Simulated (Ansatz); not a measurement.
Runs of Ansatz 0.2.0 on VWC2. Symmetry: R-3m, No. 166, trigonal system. Conventional cell: a = 3.034 Å, b = 3.034 Å, c = 14.802 Å, α = 90.00°, β = 90.00°, γ = 120.00°. W (site symmetry -3m) has 6 C at 2.17 Å as nearest neighbours. Around V (site symmetry -3m) lie 6 C at 2.11 Å. C (site symmetry 3m) has 3 V at 2.11 Å and 3 W at 2.17 Å as nearest neighbours. The cell comes from a database or a generator and needn't be the stable form of this composition.

| task | level | cutoff (eV) | points for each segment of the path | gap on the mesh (eV) | pressure (GPa) | moment (μB) | V0 of scaled cells (Å³/atom) | B0 (GPa) | largest force (eV/Å) |
| --- | --- | --- | --- | --- | --- | --- | --- | --- | --- |
| equation of state | r2SCAN | 500 | - | - | - | - | 9.70 | (a) | - |
| equation of state | LDA | 420 | - | - | - | - | 9.36 | 378 | - |
| band structure | LDA | 420 | 14 | none | -16.8 | 0.00 | - | - | 0.14 |
| equation of state | PBE | 420 | - | - | - | - | 9.77 | (b) | - |
| band structure | r2SCAN | 500 | 14 | none | -4.2 | 0.55 | - | - | 0.23 |
| band structure | PBE | 420 | 14 | none | -2.0 | 0.00 | - | - | 0.09 |

Alike in all rows: potentials or basis Ansatz PAW; spin collinear, ferromagnetic start; cell as given; k mesh 10 × 10 × 10; smearing fermi-dirac 0.05 eV.

Fill in the values left out.

(a) 330; (b) 337.

Caveats: the cell was scaled at fixed shape and fractional positions, which overstates the stiffness of a crystal with free parameters, most of all of layers and chains (some runs); spin-orbit coupling is left out, which moves the levels of the heavy elements (some runs); the magnetic or orbital state may not be the lowest (some runs); the PAW data sets come from PBE, with cores solved anew for the run's functional, which leaves a small shift of forces and pressure (some runs); the starting moments weren't kept (some runs); the PAW data sets were made with another functional, which shifts forces and pressure a little (some runs).

A k mesh can miss the band edges, and the runs leave out spin-orbit coupling on W.

A gap of «none» marks a metal or a gap under the smearing width.
